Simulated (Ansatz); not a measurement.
# Al2O3: the cost of one run

Method: DFT PBE, scalar-relativistic, plane waves, PAW, in Ansatz 0.2.0.

## (1) The starting structure

It takes space group R-3c (No. 167, trigonal). The conventional cell has a = 4.761 Å, b = 4.761 Å, c = 12.996 Å, α = 90.00°, β = 90.00°, γ = 120.00°. Around Al (site symmetry 3) lie 6 O at 1.85 to 1.97 Å. O (site symmetry 2) has 4 Al at 1.85 to 1.97 Å as nearest neighbours.

Structure file:

```cif
data_structure
_symmetry_space_group_name_H-M 'P 1'
_symmetry_Int_Tables_number 1
_cell_length_a 6.9987
_cell_length_b 6.9987
_cell_length_c 6.9987
_cell_angle_alpha 85.718
_cell_angle_beta 85.718
_cell_angle_gamma 85.718
_cell_volume 340.07
loop_
_atom_site_label
_atom_site_type_symbol
_atom_site_fract_x
_atom_site_fract_y
_atom_site_fract_z
_atom_site_occupancy
Al1 Al 0.35216 0.35216 0.35216 1
Al2 Al 0.85216 0.85216 0.35216 1
Al3 Al 0.85216 0.35216 0.85216 1
Al4 Al 0.35216 0.85216 0.85216 1
Al5 Al 0.14784 0.14784 0.14784 1
Al6 Al 0.64784 0.64784 0.14784 1
Al7 Al 0.64784 0.14784 0.64784 1
Al8 Al 0.14784 0.64784 0.64784 1
Al9 Al 0.64784 0.14784 0.14784 1
Al10 Al 0.14784 0.64784 0.14784 1
Al11 Al 0.14784 0.14784 0.64784 1
Al12 Al 0.64784 0.64784 0.64784 1
Al13 Al 0.85216 0.35216 0.35216 1
Al14 Al 0.35216 0.85216 0.35216 1
Al15 Al 0.35216 0.35216 0.85216 1
Al16 Al 0.85216 0.85216 0.85216 1
O1 O 0.09666 0.40334 0.25000 1
O2 O 0.59666 0.90334 0.25000 1
O3 O 0.59666 0.40334 0.75000 1
O4 O 0.09666 0.90334 0.75000 1
O5 O 0.25000 0.09666 0.40334 1
O6 O 0.75000 0.59666 0.40334 1
O7 O 0.75000 0.09666 0.90334 1
O8 O 0.25000 0.59666 0.90334 1
O9 O 0.40334 0.25000 0.09666 1
O10 O 0.90334 0.75000 0.09666 1
O11 O 0.90334 0.25000 0.59666 1
O12 O 0.40334 0.75000 0.59666 1
O13 O 0.90334 0.09666 0.25000 1
O14 O 0.40334 0.59666 0.25000 1
O15 O 0.40334 0.09666 0.75000 1
O16 O 0.90334 0.59666 0.75000 1
O17 O 0.75000 0.40334 0.09666 1
O18 O 0.25000 0.90334 0.09666 1
O19 O 0.25000 0.40334 0.59666 1
O20 O 0.75000 0.90334 0.59666 1
O21 O 0.59666 0.25000 0.40334 1
O22 O 0.09666 0.75000 0.40334 1
O23 O 0.09666 0.25000 0.90334 1
O24 O 0.59666 0.75000 0.90334 1
```

The runs take a perfect supercell of 40 atoms; the defect goes to fractional position (0.097, 0.403, 0.250).

## (2) The perfect supercell

input.yaml

```yaml
crystal:
  lattice:
    - [-4.7605, -2.748476, 4.331867]
    - [4.7605, -2.748476, 4.331867]
    - [0.0, 5.496952, 4.331867]
  atoms:
    - { symbol: Al, position: [0.35216, 0.35216, 0.35216] }
    - { symbol: Al, position: [0.85216, 0.85216, 0.35216] }
    - { symbol: Al, position: [0.85216, 0.35216, 0.85216] }
    - { symbol: Al, position: [0.35216, 0.85216, 0.85216] }
    - { symbol: Al, position: [0.14784, 0.14784, 0.14784] }
    - { symbol: Al, position: [0.64784, 0.64784, 0.14784] }
    - { symbol: Al, position: [0.64784, 0.14784, 0.64784] }
    - { symbol: Al, position: [0.14784, 0.64784, 0.64784] }
    - { symbol: Al, position: [0.64784, 0.14784, 0.14784] }
    - { symbol: Al, position: [0.14784, 0.64784, 0.14784] }
    - { symbol: Al, position: [0.14784, 0.14784, 0.64784] }
    - { symbol: Al, position: [0.64784, 0.64784, 0.64784] }
    - { symbol: Al, position: [0.85216, 0.35216, 0.35216] }
    - { symbol: Al, position: [0.35216, 0.85216, 0.35216] }
    - { symbol: Al, position: [0.35216, 0.35216, 0.85216] }
    - { symbol: Al, position: [0.85216, 0.85216, 0.85216] }
    - { symbol: O, position: [0.09666, 0.40334, 0.25] }
    - { symbol: O, position: [0.59666, 0.90334, 0.25] }
    - { symbol: O, position: [0.59666, 0.40334, 0.75] }
    - { symbol: O, position: [0.09666, 0.90334, 0.75] }
    - { symbol: O, position: [0.25, 0.09666, 0.40334] }
    - { symbol: O, position: [0.75, 0.59666, 0.40334] }
    - { symbol: O, position: [0.75, 0.09666, 0.90334] }
    - { symbol: O, position: [0.25, 0.59666, 0.90334] }
    - { symbol: O, position: [0.40334, 0.25, 0.09666] }
    - { symbol: O, position: [0.90334, 0.75, 0.09666] }
    - { symbol: O, position: [0.90334, 0.25, 0.59666] }
    - { symbol: O, position: [0.40334, 0.75, 0.59666] }
    - { symbol: O, position: [0.90334, 0.09666, 0.25] }
    - { symbol: O, position: [0.40334, 0.59666, 0.25] }
    - { symbol: O, position: [0.40334, 0.09666, 0.75] }
    - { symbol: O, position: [0.90334, 0.59666, 0.75] }
    - { symbol: O, position: [0.75, 0.40334, 0.09666] }
    - { symbol: O, position: [0.25, 0.90334, 0.09666] }
    - { symbol: O, position: [0.25, 0.40334, 0.59666] }
    - { symbol: O, position: [0.75, 0.90334, 0.59666] }
    - { symbol: O, position: [0.59666, 0.25, 0.40334] }
    - { symbol: O, position: [0.09666, 0.75, 0.40334] }
    - { symbol: O, position: [0.09666, 0.25, 0.90334] }
    - { symbol: O, position: [0.59666, 0.75, 0.90334] }
basis:
  ecutwfc: 420
  fft_grid_basis: typed
kpoints:
  mp_grid: { grid: [3, 3, 3] }
hamiltonian:
  xc: pbe
  pseudopotentials: { kind: paw }
scf:
  occupations: { method: gaussian, width: 0.05 }
output:
  forces: true
  stress: false
  eigenvalues: true
  bader: false
  write_density: true
  volumetric_format: npy
```

On the command line:

```console
$ ansatz run input.yaml --threads 4 --pin off --max-ram 10240MiB --backend cpu --events-out ev --progress --plain --runs-dir out
```

**Question.** How long does this run take on 4 threads of AMD EPYC 9R14 (Zen 4), shared host, and how much memory does it need?

About 2.7 s, with a peak of 1.4 GiB.
